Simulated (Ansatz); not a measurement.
This script for Ansatz's Python interface starts 3 runs on Zn3In, space group I4/mmm. What input does the engine get in each?

`edit_zn3in.py`
```python
"""Editing single keys of the input for Zn3In."""

import warnings

import ansatz as az
import numpy as np


def main() -> None:
    warnings.simplefilter("ignore", az.DeckWarning)

    vectors = np.array([
        [-2.109865, 2.109865, 4.094772],
        [2.109865, -2.109865, 4.094772],
        [2.109865, 2.109865, -4.094772],
    ])
    structure = (
        az.Lattice.of(vectors)
        .atom("Zn", [0.75, 0.25, 0.5])
        .atom("Zn", [0.25, 0.75, 0.5])
        .atom("Zn", [0.5, 0.5, 0.0])
        .atom("In", [0.0, 0.0, 0.0])
    )

    calc = (
        structure.calculation()
        .kpoints(6, 6, 6)
        .functional("LDA")
        .mixing("anderson", preconditioner="none")
        .occupations("Fermi-Dirac", width=0.05)
        .band_table()
    )
    typed = calc.input()
    rows = []
    for value in [1, 2, 3]:
        edited = typed.set(az.key.basis.xc_grid, value)
        summary = az.Session.from_dict(edited).plan().execute().report
        rows.append((value, summary["free_energy_ev"], summary["n_iterations"], len(summary["eigenvalues_ev"][0]) if "eigenvalues_ev" in summary else 0))
    for row in rows:
        print("; ".join(f"{name} = {round(v, 4) if isinstance(v, float) else v}" for name, v in zip(["xc grid", "F eV", "iterations", "bands listed"], row)))


if __name__ == "__main__":
    main()
```

Run 1:
```yaml
crystal:
  lattice:
    - [-2.109865, 2.109865, 4.094772]
    - [2.109865, -2.109865, 4.094772]
    - [2.109865, 2.109865, -4.094772]
  atoms:
    - { symbol: Zn, position: [0.75, 0.25, 0.5] }
    - { symbol: Zn, position: [0.25, 0.75, 0.5] }
    - { symbol: Zn, position: [0.5, 0.5, 0.0] }
    - { symbol: In, position: [0.0, 0.0, 0.0] }
kpoints:
  mp_grid:
    grid: [6, 6, 6]
hamiltonian:
  xc: lda
scf:
  mixing:
    algorithm: anderson
    preconditioner: none
  occupations:
    method: fermi_dirac
    width: 0.05
output:
  eigenvalues: true
basis:
  xc_grid: 1
```

Run 2, against run 1:
```diff
-  xc_grid: 1
+  xc_grid: 2
```

Run 3, against run 1:
```diff
-  xc_grid: 1
+  xc_grid: 3
```

Output of `python edit_zn3in.py`:
```text
xc grid = 1; F eV = -15195.2096; iterations = 7; bands listed = 30
xc grid = 2; F eV = -15195.2096; iterations = 7; bands listed = 30
xc grid = 3; F eV = -15195.2096; iterations = 7; bands listed = 30
```

What to keep in mind:
- These settings explore the input space; cutoff and mesh may be short of convergence.
- For a metal this k-point mesh is coarse: on a finer one energies can move by several to tens of meV an atom and pressures by half a GPa or more, differences at one mesh by less.
- The structure comes from a database of computed cells and needn't be a stable or known phase.
- Timing: 12 s on 1 thread of Arm Neoverse V2 (shared host), peak memory 0.44 GiB.
